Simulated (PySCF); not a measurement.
Molecule: FCClBr2, in a box.

```
F C Cl Br
1.0
    12.00000    0.00000    0.00000
     0.00000   12.00000    0.00000
     0.00000    0.00000   12.00000
F C Cl Br
1 1 1 2
Direct
  0.59064 0.40378 0.52600
  0.49401 0.45405 0.50655
  0.41225 0.45214 0.62594
  0.42518 0.38973 0.38081
  0.53109 0.61292 0.47427
```

The cell isn't the ideal one: atoms moved at random, drawn with an rms of 0.05 Å.

Base run:

```yaml
Program: PySCF 2.14.0
Functional: B97-D
Potentials_or_basis: 6-31g* (all-electron)
k_mesh: 1 × 1 × 1
Occupations: fixed
Spin: no spin polarisation
```

Its results: gap between the frontier levels 4.07 eV.

Task: After a change of settings the same cell gave: gap between the frontier levels 5.03 eV. Which change was it?
A. functional from B97-D to TM
B. functional from B97-D to MN15-L; dispersion from none to D3
C. functional from B97-D to PBE50

Result: B.

Caveats: this is a molecule in a periodic box at the Γ point, so its band gap is the HOMO-LUMO gap; relativity is left out, which matters for the heavier elements; the basis of atomic orbitals isn't converged, which shifts pressures, moduli and gaps; this functional is defined with a dispersion term, which the run leaves out (some runs).

Runs at the PBE level aren't shown here.
